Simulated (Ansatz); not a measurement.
# Niobium, simple cubic under LDA: ground state and equation of state

Aim: take niobium in the simple cubic structure, relax it, solve it on a dense k-mesh, switch on spin-orbit coupling, then scale the cell to 7 volumes from 88 to 112 % of the relaxed one and try a fit of the equation of state. The k-meshes are 12×12×12 for the relaxation; 19×19×19 for the dense run; 12×12×12 for spin-orbit coupling; 13×13×13 for the volumes.

This is Nb in the simple cubic structure; at room conditions it is bcc.

Program: Ansatz 0.2.0. Level of theory: DFT LDA (PW92), plane waves (420 eV) with PAW, scalar-relativistic; PBE-made PAW files. These are calculated values, not measurements.

### Step 1. Starting point

Symmetry: Pm-3m, No. 221, cubic system. The conventional cell has a = 2.688 Å, b = 2.688 Å, c = 2.688 Å, α = 90.00°, β = 90.00°, γ = 90.00°. Nb (site symmetry m-3m) has 6 Nb at 2.69 Å as nearest neighbours.

Structure file:

```
CELL_PARAMETERS angstrom
2.68760 0.00000 0.00000
0.00000 2.68760 0.00000
0.00000 0.00000 2.68760
ATOMIC_POSITIONS crystal
Nb 0.00000 0.00000 0.00000
```

### Step 2. Relaxation of the cell

input.yaml

```yaml
crystal:
  lattice:
    - [2.6875991705, 0.0, 0.0]
    - [0.0, 2.6875991705, 0.0]
    - [0.0, 0.0, 2.6875991705]
  atoms:
    - { symbol: Nb, position: [0.0, 0.0, 0.0] }
hamiltonian:
  xc: lda
  pseudopotentials:
    kind: paw
    azcp:
      Nb: "pseudopotentials/Nb.paw.azcp"
basis:
  ecutwfc: 420
  fft_grid_basis: typed
kpoints:
  mp_grid: { grid: [12, 12, 12], shift: [0, 0, 0] }
magnetization:
  spin_polarized: false
scf:
  occupations: { method: fermi_dirac, width: 0.1 }
relax:
  max_steps: 60
  f_tol: 0.01
  cell: {}
```

Further steps of the session: Dense single point; A two-component run at the same geometry; At 88 % of the relaxed volume; At 92 % of the relaxed volume; At 96 % of the relaxed volume; At 100 % of the relaxed volume; At 104 % of the relaxed volume; At 108 % of the relaxed volume; At 112 % of the relaxed volume.

**Question.** What will these runs give? Wanted: space group; conventional cell; volume; shortest distance; gap on the mesh; relative to bcc; highest ELF outside the cores; V₀, B₀, B₀′.

The runs gave:

```
                      quantity                               value
space group (spins left aside)                     Pm-3m (No. 221)
             conventional cell                         a = 2.666 Å
                        volume                      18.940 Å³/atom
             shortest distance                             2.666 Å
               gap on the mesh        none (levels filled in part)
               relative to bcc                      +1014 meV/atom
 highest ELF outside the cores  0.51, 1.88 Å from the nearest atom
                   V₀, B₀, B₀′        18.868 Å³/atom, 153 GPa, 4.0
```

The relaxation shrank the cell by 2.4 % in volume. It lies 1014 meV/atom above the element's reference form at the same level (bcc, from a run of its own), so it is far from stable. No gap shows: it is a metal or semimetal at this level. The total energy of the spin-orbit run lies -0.98 eV/atom from the scalar one, but the two kinds of run don't share a zero of energy: only differences within one kind count. The fitted modulus is 153 GPa. The symmetry was held, so the structure may be unstable against distortions that break it.
